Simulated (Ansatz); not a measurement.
# TaGePd: a short molecular-dynamics run

What does TaGePd do over 20 steps of 2 fs under a Nosé-Hoover thermostat at 100 K? The cell is an element-swapped structure of 9 atoms, taken as it stands, without a relaxation.

Program: Ansatz 0.2.0. Level of theory: DFT PBE, plane waves, PAW, scalar-relativistic, no spin polarisation. These are calculated values, not measurements.

## (1) Starting point

The cell holds 9 atoms (Ge3Pd3Ta3): a = 6.738 Å, b = 6.738 Å, c = 3.631 Å, α = 90.00°, β = 90.00°, γ = 60.00°.

Structure file:

```xyz
9
Lattice="3.3692 5.8356 0.0000 -3.3692 5.8356 0.0000 0.0000 0.0000 3.6306" Properties=species:S:1:pos:R:3 pbc="T T T"
Ge   -0.0003    3.8906    0.0000
Ge    0.0003    7.7806    0.0000
Ge    0.0000    0.0000    1.8153
Pd   -1.6246    5.8356    0.0000
Pd    2.4969    4.3248    0.0000
Pd   -0.8723    1.5108    0.0000
Ta    0.6159    5.8356    1.8153
Ta    1.3767    2.3844    1.8153
Ta   -1.9925    3.4512    1.8153
```

## (2) The run

The input, input.yaml:

```yaml
crystal:
  lattice:
    - [3.36920335, 5.83563138, 0.0]
    - [-3.369204, 5.83563175, 0.0]
    - [0.0, 0.0, 3.63056]
  atoms:
    - { symbol: Ge, position: [0.3333, 0.3334, 0.0] }
    - { symbol: Ge, position: [0.6667, 0.6666, 0.0] }
    - { symbol: Ge, position: [0.0, 0.0, 0.5] }
    - { symbol: Pd, position: [0.2589, 0.7411, 0.0] }
    - { symbol: Pd, position: [0.7411, 0.0, 0.0] }
    - { symbol: Pd, position: [0.0, 0.2589, 0.0] }
    - { symbol: Ta, position: [0.5914, 0.4086, 0.5] }
    - { symbol: Ta, position: [0.4086, 0.0, 0.5] }
    - { symbol: Ta, position: [0.0, 0.5914, 0.5] }
kpoints:
  mp_grid: { grid: [3, 3, 4] }
magnetization:
  spin_polarized: false
scf:
  occupations: { method: fermi_dirac, width: 0.1 }
hamiltonian:
  pseudopotentials: { kind: paw }
  xc: pbe
basis:
  ecutwfc: 420
md:
  timestep: 2.0
  n_steps: 20
  ensemble: nvt_nose_hoover
  temperature: 100.0
  initial_velocities: maxwell_boltzmann
  seed: 557622
accuracy: medium
```

Launch:

```console
$ ansatz run input.yaml --threads 2 --pin off --max-ram 2560MiB --backend cpu --events-out ev --progress --plain --runs-dir out
```

**Question.** What will these runs give? Wanted: temperature, first and last step; temperature, second half; potential energy, second half; largest change of the conserved energy; mean square displacement, second half.

**Answer**, as computed:

| quantity | value |
| --- | --- |
| length | 20 steps of 2 fs |
| temperature, first and last step | 100 and 34 K |
| temperature, second half | mean 47 K, from 34 to 67 K |
| potential energy, second half | +6 meV/atom from the start |
| largest change of the conserved energy | 0.01 meV/atom |
| mean square displacement, second half | Ge 0.002, Ta 0.001, Pd 0.001 Å² |

What this shows: Against a set 100 K the second half averages 47 K, going from 67 to 34 K over that half; 6 meV/atom has gone into potential energy, and a thermostat that acts over some 100 fs has not made it up in 40 fs. The conserved energy strays from its start by at most 0.01 meV/atom, 0.1 % of the mean kinetic energy, which is good for a step of 2 fs. The farthest move is 0.06 Å, and the typical spacing of atoms 2.5 Å: no atom has changed site so far. Settings off the usual here: accuracy. Averages from a run of 40 fs with 9 atoms are rough.
